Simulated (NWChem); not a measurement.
# GeHF (SMILES [F][GeH]) at M06-2X/6-31G(d) (spherical functions)

Aim: the vertical ionisation energy of GeHF at M06-2X/6-31G* (spherical functions), from 2 runs. 

Program for the calculation: NWChem 7.3.0.

**1. The system as given**

GeHF has 3 atoms, charge 0, and is taken as a singlet. As SMILES, `[F][GeH]`. The coordinates come from a PBE0-D4/def2-TZVP relaxation.

Bond lengths: F1–Ge2 1.757 Å, Ge2–H3 1.609 Å. Angles: F1–Ge2–H3 94.2°.

**2. The energy at M06-2X/6-31G(d) (spherical functions)**

Input file fgeh.nw:

```
start fgeh
title "FGeH"
memory stack 880 mb heap 220 mb global 1100 mb

geometry units angstrom noautosym nocenter noautoz
F     0.672100    1.012600    0.469700
Ge   -0.657900    0.195200   -0.335600
H    -0.025200   -1.272700   -0.147400
end

basis spherical bse
* library 6-31G*
end

dft
xc m06-2x
grid medium
convergence energy 1e-08
maxiter 100
mulliken
print low
end

task dft energy
```

On the command line:

```
$ nwchem fgeh.nw > fgeh.out
```

The log of the run:

```text
[...]
 d= 0,ls=0.0,diis     1  -2177.0576944569 -2.28D+03  1.90D-02  4.67D-01     0.6
[...]
 d= 0,ls=0.0,diis     9  -2177.1120108419 -1.48D-09  1.16D-06  4.37D-09     3.5
         Total DFT energy =    -2177.112010841862
      One electron energy =    -3232.181080893312
           Coulomb energy =     1045.754084534628
    Exchange-Corr. energy =      -89.897662026842
 Nuclear repulsion energy =       99.212647543663
[...]
      Total Density - Mulliken Population Analysis
     ---------------------------------------------
    Atom       Charge   Shell Charges
 -----------   ------   -------------------------------------------------------
    1 F    9     9.47   2.00  0.92  3.27  1.05  2.22  0.01
    2 Ge  32    31.45   2.00  2.00  6.00  2.00  5.99  1.46  1.27  0.36  0.24  6.91  2.93  0.30
    3 H    1     1.08   0.49  0.59
[...]
```

Wall time 4.2 s (1 thread of Intel Xeon 6975P-C (Granite Rapids), shared host); peak memory 0.1 GiB.

**3. The doublet cation**

Changes to fgeh.nw since step 2:

```diff
@@ -1,4 +1,4 @@
 start fgeh
-title "FGeH"
-memory stack 880 mb heap 220 mb global 1100 mb
+memory 2200 mb
+charge 1
 
@@ -16,7 +16,8 @@
 xc m06-2x
+mult 2
 grid medium
 convergence energy 1e-08
-maxiter 100
+iterations 100
 mulliken
-print low
+noprint "final vectors analysis"
 end
```

On the command line:

```
$ nwchem fgeh.nw > fgeh.out
```

The log of the run:

```text
[...]
          Wavefunction type:  spin polarized.
          No. of atoms     :     3
          No. of electrons :    41
[...]
          Charge           :     1
          Spin multiplicity:     2
[...]
          AO basis - number of functions:    48
[...]
              XC Information
              --------------
                       M06-2X Method XC Functional
                     Hartree-Fock (Exact) Exchange  0.540
                        M06-2X Exchange Functional  1.000
                      M06-2X Correlation Potential  1.000
[...]
 d= 0,ls=0.0,diis     1  -2176.3591765585 -2.28D+03  1.88D-02  2.11D+00     0.7
[...]
 d= 0,ls=0.0,diis    12  -2176.7595907220 -4.93D-09  1.08D-06  5.65D-10     5.5
[...]
         Total DFT energy =    -2176.759590722003
      One electron energy =    -3218.835996470296
           Coulomb energy =     1032.441804217069
    Exchange-Corr. energy =      -89.578046012440
 Nuclear repulsion energy =       99.212647543663
[...]
      Total Density - Mulliken Population Analysis
     ---------------------------------------------
    Atom       Charge   Shell Charges
 -----------   ------   -------------------------------------------------------
    1 F    9     9.33   2.00  0.94  3.24  1.04  2.10  0.01
    2 Ge  32    30.87   2.00  2.00  6.00  2.00  5.99  1.47  1.11  0.12  0.05  6.92  2.92  0.29
    3 H    1     0.80   0.43  0.38
[...]
      <S2> =      0.7628 (Exact =     0.7500)
[...]
```

Run time: 6.3 s. Hardware: 1 thread of Intel Xeon 6975P-C (Granite Rapids), shared host; peak memory 0.1 GiB.

**4. Outcome**

At M06-2X/6-31G* (spherical functions):

| quantity | value |
| --- | --- |
| singlet GeHF: total energy | -2177.11201 Eh |
| doublet cation: total energy | -2176.75959 Eh |
| doublet cation: ⟨S²⟩ | 0.763 |
| vertical ionisation energy (to the doublet cation) | 9.590 eV |

Removing an electron at fixed nuclei costs 9.59 eV (221 kcal/mol).
